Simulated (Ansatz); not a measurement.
# Cr (bcc type): the cost of one run

Method: DFT, PBE, all-electron LAPW, scalar-relativistic, in Ansatz 0.2.0.

**1. Starting point**

The structure is cubic, space group Im-3m (No. 229). Conventional cell: a = 2.618 Å, b = 2.618 Å, c = 2.618 Å, α = 90.00°, β = 90.00°, γ = 90.00°. Cr (site symmetry m-3m) has 8 Cr at 2.27 Å as nearest neighbours.

As a file:

```xyz
1
Lattice="-1.3090 1.3090 1.3090 1.3090 -1.3090 1.3090 1.3090 1.3090 -1.3090" Properties=species:S:1:pos:R:3 pbc="T T T"
Cr    0.0000    0.0000    0.0000
```

**2. Bcc relaxed under pressure, LAPW**

Input file input.yaml:

```yaml
crystal:
  lattice:
    - [-1.3089581404, 1.3089581404, 1.3089581404]
    - [1.3089581404, -1.3089581404, 1.3089581404]
    - [1.3089581404, 1.3089581404, -1.3089581404]
  atoms:
    - { symbol: Cr, position: [0.0, 0.0, 0.0], spin: 2.0 }
magnetization:
  spin_polarized: true
kpoints:
  mp_grid: { grid: [20, 20, 20] }
scf:
  occupations: { method: fermi_dirac, width: 0.1 }
hamiltonian:
  xc: pbe
  pseudopotentials: { kind: all_electron, lapw: { basis_error: 0.0005 } }
output:
  forces: true
  stress: true
  eigenvalues: true
relax:
  f_tol: 0.005
  max_steps: 12
  cell: { p_target: 110.0, stress_tol: 0.055 }
```

Run with:

```console
ansatz run input.yaml --threads 2 --pin off --max-ram 7168MiB --backend cpu --events-out ev --progress --plain --runs-dir out
```

**Question.** How long does this run take on 2 threads of Arm Neoverse V2, shared host, and how much memory does it need?

About 38 s, with a peak of 0.6 GiB.
